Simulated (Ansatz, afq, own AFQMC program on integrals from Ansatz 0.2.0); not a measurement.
**GeHO (doublet): AFQMC on the coupled-cluster ladder at scale of all distances = 2.425, cc-pVDZ**

Aim: compute GeHO (doublet) with auxiliary-field quantum Monte Carlo on the same integrals as coupled cluster, and set the energies side by side.

Program: Ansatz 0.2.0, Gaussian basis, and an in-house AFQMC program (afq) on its integrals; all values are calculated. Level of theory: cc-pVDZ, frozen cores. These are calculated values, not measurements.

The runs, in order: PBE (unrestricted); r2SCAN (unrestricted); PBE0 (unrestricted); B3LYP (unrestricted); wB97M-V (unrestricted); B2PLYP (unrestricted); CCSD(T) on UHF; CCSDT(Q) on UHF; Phaseless AFQMC, CISD trial on UHF.

4 further runs of the same task are left out: 1 for a known fault of the program, 3 that didn't finish.

### Step 1. The geometry

The geometry derives from a PBE0/def2-TZVP stationary point (not a proven minimum). All distances are scaled together. No spin-orbit coupling is included. The filled d shell of Ge may be among the frozen orbitals whatever the setting's name suggests; the logs give the count.

3 atoms, charge 0, spin multiplicity 2.

Atoms are counted from 1 here; the program's logs count them from 0.

No contacts short enough for the rule that draws bonds.

### Step 2. PBE (unrestricted)

Contents of in.yaml:

```yaml
crystal:
  periodic: [false, false, false]
  atoms:
    - {symbol: Ge, position_ang: [0.000000, 0.032488, 0.832382]}
    - {symbol: O, position_ang: [0.000000, -0.260081, -3.488959]}
    - {symbol: H, position_ang: [0.000000, 1.787012, -4.606391]}
basis:
  gaussian: {orbitals: cc-pVDZ}
magnetization: {spin_polarized: true, initial_magnetization: 1}
hamiltonian: {xc: {name: PBE}}
output: {orbitals: {seedname: orbitals}}
```

The run is started by

```
ansatz run in.yaml --threads 1 --pin off --events-out ev --progress --plain --max-ram 1382MiB
```

Output:

```text
Functional definition: PBE
  name "PBE"
  cite "Perdew, Burke & Ernzerhof, Phys. Rev. Lett. 77, 3865 (1996) doi:10.1103/PhysRevLett.77.3865"
  parent pbe
  parameter kappa = 0.804
  parameter beta = 0.06672455060314922
  exchange = pbe_x(kappa = kappa, mu = beta*pi^2/3)
  correlation = pbe_c(beta = beta)
568 factors; their error is unknown
mean field evaluation 1: about -58524.1406 eV, gradient 6.3e1 eV
mean field evaluation 2: about -57979.8987 eV, gradient 8.1e1 eV
mean field evaluation 4: about -58473.0254 eV, gradient 8.8e1 eV
mean field evaluation 8: about -58559.1814 eV, gradient 3.3e0 eV
mean field evaluation 16: about -58560.6644 eV, gradient 2.0e-1 eV
mean field evaluation 32: about -58522.1084 eV, gradient 6.4e1 eV
mean field evaluation 64: about -58560.8224 eV, gradient 4.5e-2 eV
mean field evaluation 96: about -58558.7350 eV, gradient 7.9e0 eV
mean field evaluation 128: about -58560.4262 eV, gradient 1.8e-1 eV
mean field evaluation 160: about -58560.6600 eV, gradient 7.9e-2 eV
mean field evaluation 192: about -58532.8021 eV, gradient 5.2e1 eV
mean field evaluation 224: about -58560.2231 eV, gradient 3.9e0 eV
mean field evaluation 256: about -58560.7477 eV, gradient 4.5e-1 eV
mean field evaluation 288: about -58560.7968 eV, gradient 3.6e-1 eV
mean field evaluation 320: about -58560.8292 eV, gradient 8.7e-3 eV
mean field -58560.82920286 eV, -2152.0707792494 hartree, gradient 9.7e-7 eV, S^2 2.429476; 14 other end points of the search recorded, 0 dependent functions left out
reference -58560.82924228 eV, -2152.0707806982 hartree; 21, 20 occupied and 25, 26 virtual orbitals, 568 factors
Total energy: -58560.82924228 eV, -2152.0707806982 hartree
```

It took 27 s on 1 thread of Arm Neoverse V1, shared host.

From the report: ⟨S²⟩ of the determinant 2.429 (pure doublet: 0.75). The determinant is far from a pure spin state, so its energy mixes those of several spin states (harmless only where they are near-degenerate, as at dissociation).

### Step 3. r2SCAN (unrestricted)

in.yaml, as its differences from that of step 2:

```diff
@@ -9,3 +9,2 @@
 magnetization: {spin_polarized: true, initial_magnetization: 1}
-hamiltonian: {xc: {name: PBE}}
-output: {orbitals: {seedname: orbitals}}
+hamiltonian: {xc: {name: r2SCAN}}
```

Launched as before.

Output (excerpt; [...] marks lines left out):

```text
Functional definition: r2SCAN
  name "r2SCAN"
  cite "Furness, Kaplan, Ning, Perdew & Sun, J. Phys. Chem. Lett. 11, 8208 (2020) doi:10.1021/acs.jpclett.0c02405"
  cite "Furness, Kaplan, Ning, Perdew & Sun, J. Phys. Chem. Lett. 11, 9248 (2020) doi:10.1021/acs.jpclett.0c03077"
  parent r2scan
[...]
568 factors; their error is unknown
[...]
mean field -58570.25909718 eV, -2152.4173214738 hartree, gradient 2.0e-6 eV, S^2 2.539073; 15 other end points of the search recorded, 0 dependent functions left out
reference -58570.25910953 eV, -2152.4173219278 hartree; 21, 20 occupied and 25, 26 virtual orbitals, 568 factors
Total energy: -58570.25910953 eV, -2152.4173219278 hartree
```

Run time: 75 s. Hardware: 1 thread of Arm Neoverse V1, shared host.

From the report: ⟨S²⟩ of the determinant 2.539 (pure doublet: 0.75). The determinant is far from a pure spin state, so its energy mixes those of several spin states (harmless only where they are near-degenerate, as at dissociation).

### Step 4. PBE0 (unrestricted)

in.yaml, as its differences from that of step 3:

```diff
@@ -9,2 +9,3 @@
 magnetization: {spin_polarized: true, initial_magnetization: 1}
-hamiltonian: {xc: {name: r2SCAN}}
+hamiltonian: {xc: {name: PBE0}}
+output: {orbitals: {seedname: orbitals}}
```

The command is unchanged.

Output (excerpt; [...] marks lines left out):

```text
Functional definition: PBE0
  name "PBE0"
  cite "Adamo & Barone, J. Chem. Phys. 110, 6158 (1999) doi:10.1063/1.478522"
  cite "Perdew, Burke & Ernzerhof, Phys. Rev. Lett. 77, 3865 (1996) doi:10.1103/PhysRevLett.77.3865"
  parent pbe
[...]
502 factors; integrals over basis functions are off by at most 1.0e-3 eV
[...]
mean field -58562.40953740 eV, -2152.1288554724 hartree, gradient 1.4e-6 eV, S^2 2.622624; 13 other end points of the search recorded, 0 dependent functions left out
reference -58562.40956709 eV, -2152.1288565636 hartree; 21, 20 occupied and 25, 26 virtual orbitals, 502 factors
Total energy: -58562.40956709 eV, -2152.1288565636 hartree
```

Run time: 18 s. Hardware: 1 thread of Arm Neoverse V1, shared host.

From the report: ⟨S²⟩ of the determinant 2.623 (pure doublet: 0.75). The determinant is far from a pure spin state, so its energy mixes those of several spin states (harmless only where they are near-degenerate, as at dissociation).

### Step 5. B3LYP (unrestricted)

in.yaml, as its differences from that of step 4:

```diff
@@ -9,3 +9,2 @@
 magnetization: {spin_polarized: true, initial_magnetization: 1}
-hamiltonian: {xc: {name: PBE0}}
-output: {orbitals: {seedname: orbitals}}
+hamiltonian: {xc: {name: B3LYP}}
```

The command is unchanged.

Output (excerpt; [...] marks lines left out):

```text
Functional definition: B3LYP
  name "B3LYP"
  cite "Stephens, Devlin, Chabalowski & Frisch, J. Phys. Chem. 98, 11623 (1994) doi:10.1021/j100096a001"
  cite "Becke, Phys. Rev. A 38, 3098 (1988) doi:10.1103/PhysRevA.38.3098"
  cite "Lee, Yang & Parr, Phys. Rev. B 37, 785 (1988) doi:10.1103/PhysRevB.37.785"
  cite "Vosko, Wilk & Nusair, Can. J. Phys. 58, 1200 (1980) doi:10.1139/p80-159"
[...]
502 factors; integrals over basis functions are off by at most 1.0e-3 eV
[...]
mean field -58573.00878951 eV, -2152.5183708031 hartree, gradient 7.4e-7 eV, S^2 2.552423; 15 other end points of the search recorded, 0 dependent functions left out
reference -58573.00903084 eV, -2152.5183796718 hartree; 21, 20 occupied and 25, 26 virtual orbitals, 502 factors
Total energy: -58573.00903084 eV, -2152.5183796718 hartree
```

Run time: 32 s. Hardware: 1 thread of Arm Neoverse V1, shared host.

From the report: ⟨S²⟩ of the determinant 2.552 (pure doublet: 0.75). The determinant is far from a pure spin state, so its energy mixes those of several spin states (harmless only where they are near-degenerate, as at dissociation).

### Step 6. wB97M-V (unrestricted)

in.yaml, as its differences from that of step 5:

```diff
@@ -9,2 +9,3 @@
 magnetization: {spin_polarized: true, initial_magnetization: 1}
-hamiltonian: {xc: {name: B3LYP}}
+hamiltonian: {xc: {name: wB97M-V}}
+output: {orbitals: {seedname: orbitals}}
```

The command is unchanged.

Output (excerpt; [...] marks lines left out):

```text
Functional definition: wB97M-V
  name "wB97M-V"
  cite "Mardirossian & Head-Gordon, J. Chem. Phys. 144, 214110 (2016) doi:10.1063/1.4952647"
  cite "Becke, J. Chem. Phys. 107, 8554 (1997) doi:10.1063/1.475007"
  cite "Vydrov & Van Voorhis, J. Chem. Phys. 133, 244103 (2010) doi:10.1063/1.3521275"
  # Of w^i u^j: cxij and so on, Table III.
[...]
  gx(w, u) = 1 - cx + cx01*u + cx10*w
  gss(w, u) = css00 + css04*u^4 + css10*w + css20*w^2 + css43*w^4*u^3
  gos(w, u) = cos00 + cos10*w + (cos20 + cos21*u)*w^2 + (cos60 + cos61*u)*w^6
[...]
      + integral(e_c_pw_mod_opposite_spin*gos(b97_w_opposite, b97_u_opposite)) + vv10(b, c)
502 factors; integrals over basis functions are off by at most 1.0e-3 eV
127 factors; integrals over basis functions are off by at most 4.7e-5 eV
[...]
mean field -58567.81023054 eV, -2152.3273272846 hartree, gradient 3.5e-6 eV, S^2 2.642495; 11 other end points of the search recorded, 0 dependent functions left out
reference -58567.81026435 eV, -2152.3273285271 hartree; 21, 20 occupied and 25, 26 virtual orbitals, 502 factors
Total energy: -58567.81026435 eV, -2152.3273285271 hartree
```

Wall time 1.8 min (1 thread of Arm Neoverse V1, shared host).

From the report: ⟨S²⟩ of the determinant 2.642 (pure doublet: 0.75). The determinant is far from a pure spin state, so its energy mixes those of several spin states (harmless only where they are near-degenerate, as at dissociation).

### Step 7. B2PLYP (unrestricted)

in.yaml, as its differences from that of step 6:

```diff
@@ -9,3 +9,3 @@
 magnetization: {spin_polarized: true, initial_magnetization: 1}
-hamiltonian: {xc: {name: wB97M-V}}
-output: {orbitals: {seedname: orbitals}}
+hamiltonian: {xc: {name: B2PLYP}}
+correlation: {electrons: outside_noble_gas}
```

Launched as before.

Output (excerpt; [...] marks lines left out):

```text
Functional definition: B2PLYP
  name "B2PLYP"
  cite "Grimme, J. Chem. Phys. 124, 034108 (2006) doi:10.1063/1.2148954"
  cite "Becke, Phys. Rev. A 38, 3098 (1988) doi:10.1103/PhysRevA.38.3098"
  cite "Lee, Yang & Parr, Phys. Rev. B 37, 785 (1988) doi:10.1103/PhysRevB.37.785"
[...]
502 factors; integrals over basis functions are off by at most 1.0e-3 eV
[...]
mean field -58557.48755511 eV, -2151.9479759596 hartree, gradient 9.4e-10 eV, S^2 2.687234; 14 other end points of the search recorded, 0 dependent functions left out
15 core orbitals not correlated: weight in the atoms' cores, before any rotation towards them, 1.000 or more for the frozen orbitals, at most 0.000 for the correlated occupied ones
reference -58557.48770831 eV, -2151.9479815898 hartree; 6, 5 occupied and 25, 26 virtual orbitals, 502 factors
second order -4.73668679 eV of doubles, -0.00000000 eV of singles
Total energy: -58558.76661375 eV, -2151.9949804976 hartree
```

Run time: 37 s. Hardware: 1 thread of Arm Neoverse V1, shared host.

From the report: ⟨S²⟩ of the determinant 2.687 (pure doublet: 0.75). The determinant is far from a pure spin state, so its energy mixes those of several spin states (harmless only where they are near-degenerate, as at dissociation).

### Step 8. CCSD(T) on UHF

in.yaml, as its differences from that of step 7:

```diff
@@ -9,3 +9,2 @@
 magnetization: {spin_polarized: true, initial_magnetization: 1}
-hamiltonian: {xc: {name: B2PLYP}}
-correlation: {electrons: outside_noble_gas}
+correlation: {method: ccsd_t, electrons: outside_noble_gas, hamiltonian_folder: ham}
```

Launched as before.

Output (excerpt; [...] marks lines left out):

```text
Functional definition: HF
  name "HF"
  cite "Fock, Z. Phys. 61, 126 (1930) doi:10.1007/BF01340294"
  parent pbe
[...]
502 factors; integrals over basis functions are off by at most 1.0e-3 eV
[...]
mean field -58520.37896334 eV, -2150.5842603654 hartree, gradient 6.9e-9 eV, S^2 2.734414; 52 other end points of the search recorded, 0 dependent functions left out
determinant -58520.37896334 eV, -2150.5842603654 hartree, with singles and doubles -58525.14269607 eV, -2150.7593243140 hartree
determinant -58520.36435982 eV, -2150.5837236957 hartree, with singles and doubles -58525.12879596 eV, -2150.7588134943 hartree
determinant -58520.36042679 eV, -2150.5835791597 hartree, with singles and doubles -58525.12498941 eV, -2150.7586736064 hartree
determinant -58520.35136495 eV, -2150.5832461432 hartree, with singles and doubles -58525.11449471 eV, -2150.7582879331 hartree
[...]
determinant -58520.22335753 eV, -2150.5785419573 hartree, with singles and doubles -58524.97250062 eV, -2150.7530697466 hartree
determinant -58520.21623853 eV, -2150.5782803386 hartree, with singles and doubles -58524.96460788 eV, -2150.7527796937 hartree
determinant -58519.99338771 eV, -2150.5700907223 hartree, with singles and doubles -58524.81240238 eV, -2150.7471862448 hartree
determinant -58519.99327451 eV, -2150.5700865621 hartree, with singles and doubles -58524.81228804 eV, -2150.7471820429 hartree
15 core orbitals not correlated: weight in the atoms' cores, before any rotation towards them, 1.000 or more for the frozen orbitals, at most 0.000 for the correlated occupied ones
reference -58520.37896334 eV, -2150.5842603654 hartree; 6, 5 occupied and 25, 26 virtual orbitals, 502 factors
second order -3.90339251 eV of doubles, -0.00000000 eV of singles
cycle   1  -4.77367194 eV  change   -1.7e-6 eV  update   7.1e-6
perturbative correction -0.05053883 eV, -0.0018572678 hartree
Total energy: -58525.20317412 eV, -2150.7615468413 hartree
```

Run time: 66 s. Hardware: 1 thread of Arm Neoverse V1, shared host.

From the report: ⟨S²⟩ of the determinant 2.734 (pure doublet: 0.75); correlation -4.8242 eV; T1 0.012; largest double amplitude 0.10. The determinant is far from a pure spin state, so its energy mixes those of several spin states (harmless only where they are near-degenerate, as at dissociation).

This run also writes the integrals to the folder ham.

### Step 9. CCSDT(Q) on UHF

in.yaml, as its differences from that of step 8:

```diff
@@ -9,2 +9,2 @@
 magnetization: {spin_polarized: true, initial_magnetization: 1}
-correlation: {method: ccsd_t, electrons: outside_noble_gas, hamiltonian_folder: ham}
+correlation: {method: ccsdt_q, electrons: outside_noble_gas}
```

Same command.

Output (excerpt; [...] marks lines left out):

```text
Functional definition: HF
  name "HF"
  cite "Fock, Z. Phys. 61, 126 (1930) doi:10.1007/BF01340294"
  parent pbe
[...]
768 factors; integrals over basis functions are off by at most 1.8e-7 eV
[...]
mean field -58520.37899429 eV, -2150.5842615024 hartree, gradient 2.4e-6 eV, S^2 2.734415; 52 other end points of the search recorded, 0 dependent functions left out
determinant -58520.37899429 eV, -2150.5842615024 hartree, with singles and doubles -58525.14272812 eV, -2150.7593254918 hartree
determinant -58520.36440251 eV, -2150.5837252647 hartree, with singles and doubles -58525.12883958 eV, -2150.7588150975 hartree
determinant -58520.36046949 eV, -2150.5835807289 hartree, with singles and doubles -58525.12503337 eV, -2150.7586752218 hartree
determinant -58520.35139008 eV, -2150.5832470667 hartree, with singles and doubles -58525.11452071 eV, -2150.7582888885 hartree
[...]
determinant -58520.21628111 eV, -2150.5782819034 hartree, with singles and doubles -58524.96454414 eV, -2150.7527773514 hartree
determinant -58519.99342051 eV, -2150.5700919276 hartree, with singles and doubles -58524.81243394 eV, -2150.7471874045 hartree
determinant -58519.99330818 eV, -2150.5700877993 hartree, with singles and doubles -58524.81232092 eV, -2150.7471832511 hartree
15 core orbitals not correlated: weight in the atoms' cores, before any rotation towards them, 1.000 or more for the frozen orbitals, at most 0.000 for the correlated occupied ones
reference -58520.37899429 eV, -2150.5842615024 hartree; 6, 5 occupied and 25, 26 virtual orbitals, 768 factors
second order -3.90339941 eV of doubles, -0.00000000 eV of singles
cycle   1  -4.53774985 eV  change   -6.3e-1 eV  update   5.9e-2
[...]
cycle  20  -4.89680867 eV  change   -1.2e-7 eV  update   2.4e-7
perturbative correction -0.00953610 eV, -0.0003504451 hartree
Total energy: -58525.28533905 eV, -2150.7645663469 hartree
```

Run time: 2.3 min. Hardware: 1 thread of Arm Neoverse V1, shared host; peak memory 0.29 GiB.

From the report: ⟨S²⟩ of the determinant 2.734 (pure doublet: 0.75); correlation -4.9063 eV; T1 0.032; largest double amplitude 0.43. The determinant is far from a pure spin state, so its energy mixes those of several spin states (harmless only where they are near-degenerate, as at dissociation).

### Step 10. Phaseless AFQMC, CISD trial on UHF

It reads the integrals that the CCSD(T) run on this determinant wrote.

The run is started by

```
afq ham --method phaseless --trial cisd --walkers 60 --populations 1 --least-time 40 --time-step 0.005 --steps-per-block 50 --equilibration-blocks 40 --max-blocks 300 --target-error 0.0008 --factor-cut 1e-05 --start spin_pure --seed 7641 --release-times 0.24,0.51,0.99,1.62,2.4 --release-step 0.03 --release-every 4 --taylor-order 6
```

Output:

```text
orbitals 31  electrons 6 5  factors 168 of 502
reference energy -2150.58426037 Eh
CCSD correlation -0.17542922 Eh in 44 cycles, weight of the determinant in the CISD state 0.9117
energy of the start -2150.744716 Eh
 block  time / (1/Eh)  mean weight  energy / Eh
     1     0.250  1.0002  -2150.753582
     2     0.500  0.9989  -2150.758535
     3     0.750  1.0020  -2150.759896
     4     1.000  1.0009  -2150.766735
     5     1.250  0.9978  -2150.766760
     6     1.500  1.0003  -2150.764865
     7     1.750  0.9984  -2150.765346
     8     2.000  1.0021  -2150.767355
     9     2.250  1.0000  -2150.768325
    10     2.500  0.9998  -2150.762447
    11     2.750  1.0019  -2150.763646
    16     4.000  0.9993  -2150.766050
    21     5.250  1.0001  -2150.765829
    26     6.500  0.9989  -2150.762159
    31     7.750  1.0014  -2150.763196
    36     9.000  1.0006  -2150.761331
    41    10.250  0.9984  -2150.762211
    46    11.500  0.9963  -2150.769975
    51    12.750  1.0025  -2150.762575
    56    14.000  0.9986  -2150.770213
    61    15.250  0.9971  -2150.761295
    66    16.500  1.0004  -2150.766250
    71    17.750  1.0021  -2150.758900
    76    19.000  1.0004  -2150.764573
    81    20.250  1.0018  -2150.769044
    86    21.500  1.0004  -2150.763228
    91    22.750  0.9984  -2150.768145
    96    24.000  0.9994  -2150.767651
   101    25.250  1.0008  -2150.762385
   106    26.500  0.9999  -2150.760802
   111    27.750  0.9988  -2150.762418
   116    29.000  1.0001  -2150.762963
   121    30.250  1.0006  -2150.766807
   126    31.500  0.9973  -2150.764772
   131    32.750  0.9828  -2150.765110
   136    34.000  1.0000  -2150.762954
   141    35.250  1.0030  -2150.765751
   146    36.500  1.0017  -2150.760615
   151    37.750  0.9996  -2150.764996
   156    39.000  1.0006  -2150.764606
   161    40.250  1.0027  -2150.761231
   166    41.500  1.0007  -2150.764959
   171    42.750  1.0018  -2150.763488
   176    44.000  0.9983  -2150.761672
   181    45.250  1.0020  -2150.760428
   186    46.500  1.0009  -2150.762537
   191    47.750  0.9990  -2150.760480
   196    49.000  1.0024  -2150.766717
blocks merged  error / Eh  count
     1  0.000253  160
     2  0.000307  80
     4  0.000345  40
     8  0.000413  20
    16  0.000379  10
released: time / (1/Eh)  energy / Eh  error  mean overlap
  0.24  -2150.763353  0.000594  1.0068
  0.51  -2150.763996  0.000541  0.9961
  0.99  -2150.765236  0.000612  0.9997
  1.62  -2150.765323  0.000663  0.9957
  2.40  -2150.765469  0.001007  1.0059
energy -2150.763664 +/- 0.000413 Eh
```

Run time: 2.5 min. Hardware: 1 thread of Arm Neoverse V1, shared host.

Energy -58525.2608 ± 0.0112 eV. Caveats: constraint bias not in the error.

### Step 11. AFQMC on the ladder

On the UHF determinant, counted from CCSDT(Q) (a yardstick, not exact):

| level | energy (eV) | from CCSDT(Q) (kJ/mol) | statistical error (kJ/mol) | time |
| --- | --- | --- | --- | --- |
| HF | -58520.3790 | +473.4 |  |  |
| MP2 | -58524.2824 | +96.8 |  |  |
| CCSD | -58525.1526 | +12.8 |  |  |
| CCSD(T) | -58525.2032 | +7.9 |  |  |
| CCSDT(Q) | -58525.2853 | 0.0 |  |  |
| Phaseless AFQMC, CISD trial, step 0.005, 60 walkers | -58525.2608 | +2.4 | 1.1 | 2.5 min |

The functionals' totals stand on their own zeros and serve differences with other points: PBE -58560.829 eV; r2SCAN -58570.259 eV; PBE0 -58562.410 eV; B3LYP -58573.009 eV; wB97M-V -58567.810 eV; B2PLYP -58558.767 eV.

### Step 12. Outcome

```
                                        quantity              value
                    CCSD(T) on UHF from CCSDT(Q)        +7.9 kJ/mol
Phaseless AFQMC, CISD trial on UHF from CCSDT(Q)  +2.4 ± 1.1 kJ/mol
```

What this shows: On UHF the phaseless walk with the CISD trial lies +2.4 kJ/mol from CCSDT(Q), within three error bars. Error bars are statistical and leave out the constraint, the time step and what remains of the start.
